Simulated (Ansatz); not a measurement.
# C₂HBr₂F: one species, many methods

An exercise on one series of results from a longer session: the logs are not shown, and one member is left open.

The runs use Ansatz 0.2.0, Gaussian basis; functionals in def2-TZVPP, the program's frozen cores in correlated methods.

The runs, in order: PBE-D4, r2SCAN-D4, PBE0-D4, B3LYP-D4, ωB97X-V, ωB97M-V, B2PLYP; CCSD(T)/def2-TZVPP; MP2/def2-QZVPP; extrapolation to the limit.

### The geometry

The geometry comes from an earlier relaxation with PBE0-D4 in a triple-zeta def2 set; it is a stationary point.

SMILES `F/C(Br)=C/Br`, 6 atoms, charge 0, spin multiplicity 1.

Atoms are counted from 1 here; the program's logs count them from 0.

Bond lengths: F1–C2 1.326 Å, C2–Br3 1.858 Å, C2–C4 1.324 Å, C4–Br5 1.857 Å, C4–H6 1.081 Å. Angles: F1–C2–Br3 113.1°, F1–C2–C4 120.0°, Br3–C2–C4 126.9°, C2–C4–Br5 124.6°, C2–C4–H6 119.5°, Br5–C4–H6 115.9°.

Set-up of the first run:

Contents of in.yaml:

```yaml
crystal:
  periodic: [false, false, false]
  atoms:
    - {symbol: F, position_ang: [0.642352, -1.197715, 1.247993]}
    - {symbol: C, position_ang: [0.360673, -0.525965, 0.140360]}
    - {symbol: Br, position_ang: [1.154607, -1.253638, -1.374281]}
    - {symbol: C, position_ang: [-0.415791, 0.544569, 0.194432]}
    - {symbol: Br, position_ang: [-0.890374, 1.576668, -1.274545]}
    - {symbol: H, position_ang: [-0.816667, 0.864980, 1.146142]}
basis:
  gaussian: {orbitals: def2-TZVPP}
hamiltonian: {xc: pbe, dispersion: d4}
output: {forces: true, orbitals: {seedname: orbitals}}
```

Run with:

```
$ ansatz run in.yaml --threads 4 --pin off --events-out ev --progress --plain --max-ram 10444MiB
```

Steps of the session up to this table: PBE-D4 (GGA); r2SCAN-D4 (meta-GGA); PBE0-D4 (hybrid); B3LYP-D4 (hybrid); ωB97X-V (range-separated); ωB97M-V (range-separated); B2PLYP (double hybrid); CCSD(T) in def2-TZVPP; MP2 in def2-QZVPP.

One of the session's tables, all rows but one given; the rest of the session is left out.

It belongs to the step «Atomisation energies». 

```
            method  atomisation energy (kcal/mol)
            PBE-D4                          533.0
         r2SCAN-D4                          509.0
           PBE0-D4                          511.5
          B3LYP-D4                          498.3
           ωB97X-V                          501.2
           ωB97M-V                              ?
            B2PLYP                          494.3
     HF/def2-TZVPP                          325.9
    MP2/def2-TZVPP                          510.5
   CCSD/def2-TZVPP                          470.6
CCSD(T)/def2-TZVPP                          485.7
           MP2/CBS                          527.7
       CCSD(T)/CBS                          502.9
```

**Question.** Estimate the row for ωB97M-V.

**Answer.** atomisation energy (kcal/mol): 501.0. In the column «atomisation energy (kcal/mol)» it lies between B3LYP-D4 (498.3) and ωB97X-V (501.2).

Caveats from the session: Free atoms (1 F, 2 C, 2 Br, 1 H) were run apart at each level; the atomisation energy is their sum less the molecule, without zero-point or spin-orbit terms.
